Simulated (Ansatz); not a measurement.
La3InN, space group Pm-3m, an SCF with error handling

Computed with Ansatz 0.2.0, Python API.

Run as a notebook:

In [1]:
```python
import ansatz
from pymatgen.core import Lattice, Structure
from pymatgen.io.ase import AseAtomsAdaptor
```

In [2]:
```python
FILLING = "Fermi-Dirac"
XC = "r2SCAN"
KSPACING = 0.26
```

In [3]:
```python
pmg_structure = Structure(
    Lattice([(5.1275, 0.0, 0.0), (0.0, 5.1275, 0.0), (0.0, 0.0, 5.1275)]),
    ["La", "La", "La", "In", "N"],
    [
        (0.5, 0.5, 0.0),
        (0.0, 0.5, 0.5),
        (0.5, 0.0, 0.5),
        (0.0, 0.0, 0.0),
        (0.5, 0.5, 0.5),
    ],
)
structure = ansatz.Crystal.from_ase(AseAtomsAdaptor.get_atoms(pmg_structure))
```

In [4]:
```python
model = (
    structure.calculation()
    .occupations(FILLING, width=100 * ansatz.meV)
    .functional(XC)
    .kpoints(spacing=KSPACING)
)
```

In [5]:
```python
token = ansatz.CancelToken()


def watch(event):
    if event["event"] == "scf_iter":
        row = event["data"]
        print(f"iteration {row['iter']:2d}  Harris-Foulkes {row['harris_foulkes_ev']:.5f} eV  residual {row['dr2_ev']:.2e} eV")
        if row["dr2_ev"] < 1e-4:
            token.cancel()


try:
    model.session().plan().execute(on_event=watch, cancel=token)
    print("finished before the stop was seen")
except ansatz.CancelledError:
    print("stopped by the token")
```
```text
DeckWarning: basis.ecutwfc = 500 eV, auto-derived from the records' recommended cutoffs: set by La (their level for a meta-GGA)
iteration  1  Harris-Foulkes -24795.72577 eV  residual 3.03e-01 eV
iteration  2  Harris-Foulkes -24795.90552 eV  residual 1.07e-01 eV
iteration  3  Harris-Foulkes -24795.88366 eV  residual 9.99e-03 eV
iteration  4  Harris-Foulkes -24795.88267 eV  residual 9.13e-04 eV
iteration  5  Harris-Foulkes -24795.88260 eV  residual 3.85e-05 eV
stopped by the token
```

Reading the output:
- Absolute energies stand on the zero of these potentials, so only differences at equal settings mean something. A total without «per atom» is that of the cell as typed.
- The starting cell is as deposited in a crystallographic database; the results hold for this polymorph, which needn't be the stable one.
- Warnings are shown shortened and without file and line.
- Finished in 4.9 s on 1 thread of Arm Neoverse V2, on a shared host, peak memory 0.71 GiB.

(Lines on the test bed's own set-up are left out of the output.)
